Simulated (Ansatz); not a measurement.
# YTi11O24: the cost of one run

Method: DFT, PBE, plane-wave PAW, default files, scalar-relativistic, as far as a step names no other, in Ansatz 0.2.0.

**1. The system as given**

Symmetry: Pmmm, No. 47, orthorhombic system. The conventional cell has a = 6.494 Å, b = 6.494 Å, c = 8.872 Å, α = 90.00°, β = 90.00°, γ = 90.00°. Y (site symmetry mmm) has 6 O at 1.95 to 1.98 Å as nearest neighbours. Around Ti (site symmetry mm2) lie 6 O at 1.95 to 1.98 Å. Ti (site symmetry mmm) is surrounded by 6 O at 1.95 to 1.98 Å. Only part of the 16 independent sites is listed.

As a file:

```
Y Ti O
1.0
     4.59220    4.59220    0.00000
    -4.59220    4.59220    0.00000
     0.00000    0.00000    8.87220
Y Ti O
1 11 24
Direct
  0.00000 0.00000 0.00000
  0.00000 0.00000 0.33333
  0.00000 0.00000 0.66667
  0.50000 0.50000 0.00000
  0.50000 0.50000 0.33333
  0.50000 0.50000 0.66667
  0.50000 0.00000 0.16667
  0.50000 0.00000 0.50000
  0.50000 0.00000 0.83333
  0.00000 0.50000 0.16667
  0.00000 0.50000 0.50000
  0.00000 0.50000 0.83333
  0.30496 0.00000 0.00000
  0.30496 0.00000 0.33333
  0.30496 0.00000 0.66667
  0.80496 0.50000 0.00000
  0.80496 0.50000 0.33333
  0.80496 0.50000 0.66667
  0.50000 0.30496 0.16667
  0.50000 0.30496 0.50000
  0.50000 0.30496 0.83333
  0.00000 0.80496 0.16667
  0.00000 0.80496 0.50000
  0.00000 0.80496 0.83333
  0.69504 0.00000 0.00000
  0.69504 0.00000 0.33333
  0.69504 0.00000 0.66667
  0.19504 0.50000 0.00000
  0.19504 0.50000 0.33333
  0.19504 0.50000 0.66667
  0.50000 0.69504 0.16667
  0.50000 0.69504 0.50000
  0.50000 0.69504 0.83333
  0.00000 0.19504 0.16667
  0.00000 0.19504 0.50000
  0.00000 0.19504 0.83333
```

Atom 1 of the input is the impurity.

**2. Single point at the given positions**

Input file input.yaml:

```yaml
crystal:
  lattice:
    - [4.5922, 4.5922, 0.0]
    - [-4.5922, 4.5922, 0.0]
    - [0.0, 0.0, 8.8722]
  atoms:
    - { symbol: "Y", position: [0.0, 0.0, 0.0] }
    - { symbol: Ti, position: [0.0, 0.0, 0.3333333333] }
    - { symbol: Ti, position: [0.0, 0.0, 0.6666666667] }
    - { symbol: Ti, position: [0.5, 0.5, 0.0] }
    - { symbol: Ti, position: [0.5, 0.5, 0.3333333333] }
    - { symbol: Ti, position: [0.5, 0.5, 0.6666666667] }
    - { symbol: Ti, position: [0.5, 0.0, 0.1666666667] }
    - { symbol: Ti, position: [0.5, 0.0, 0.5] }
    - { symbol: Ti, position: [0.5, 0.0, 0.8333333333] }
    - { symbol: Ti, position: [0.0, 0.5, 0.1666666667] }
    - { symbol: Ti, position: [0.0, 0.5, 0.5] }
    - { symbol: Ti, position: [0.0, 0.5, 0.8333333333] }
    - { symbol: O, position: [0.30496, 0.0, 0.0] }
    - { symbol: O, position: [0.30496, 0.0, 0.3333333333] }
    - { symbol: O, position: [0.30496, 0.0, 0.6666666667] }
    - { symbol: O, position: [0.80496, 0.5, 0.0] }
    - { symbol: O, position: [0.80496, 0.5, 0.3333333333] }
    - { symbol: O, position: [0.80496, 0.5, 0.6666666667] }
    - { symbol: O, position: [0.5, 0.30496, 0.1666666667] }
    - { symbol: O, position: [0.5, 0.30496, 0.5] }
    - { symbol: O, position: [0.5, 0.30496, 0.8333333333] }
    - { symbol: O, position: [0.0, 0.80496, 0.1666666667] }
    - { symbol: O, position: [0.0, 0.80496, 0.5] }
    - { symbol: O, position: [0.0, 0.80496, 0.8333333333] }
    - { symbol: O, position: [0.69504, 0.0, 0.0] }
    - { symbol: O, position: [0.69504, 0.0, 0.3333333333] }
    - { symbol: O, position: [0.69504, 0.0, 0.6666666667] }
    - { symbol: O, position: [0.19504, 0.5, 0.0] }
    - { symbol: O, position: [0.19504, 0.5, 0.3333333333] }
    - { symbol: O, position: [0.19504, 0.5, 0.6666666667] }
    - { symbol: O, position: [0.5, 0.69504, 0.1666666667] }
    - { symbol: O, position: [0.5, 0.69504, 0.5] }
    - { symbol: O, position: [0.5, 0.69504, 0.8333333333] }
    - { symbol: O, position: [0.0, 0.19504, 0.1666666667] }
    - { symbol: O, position: [0.0, 0.19504, 0.5] }
    - { symbol: O, position: [0.0, 0.19504, 0.8333333333] }
total_charge: -1
kpoints:
  mp_grid: { grid: [3, 3, 2] }
scf:
  occupations: { method: fermi_dirac, width: 0.01 }
hamiltonian:
  xc: pbe
  pseudopotentials: { kind: paw }
output:
  forces: true
  stress: true
  populations: true
  efg:
    quadrupole_moments_barn: { Ti: 0.247, O: -0.02558 }
    contact_densities: true
  write_density: true
  write_potential: true
  elf: true
  volumetric_format: npy
```

Started as:

```bash
$ ansatz run input.yaml --threads 1 --pin off --max-ram 3072MiB --backend cpu --events-out ev --progress --plain --runs-dir out
```

Q: Estimate wall time and peak memory on 1 thread of Arm Neoverse V2, shared host.

About 75 s, with a peak of 0.99 GiB.
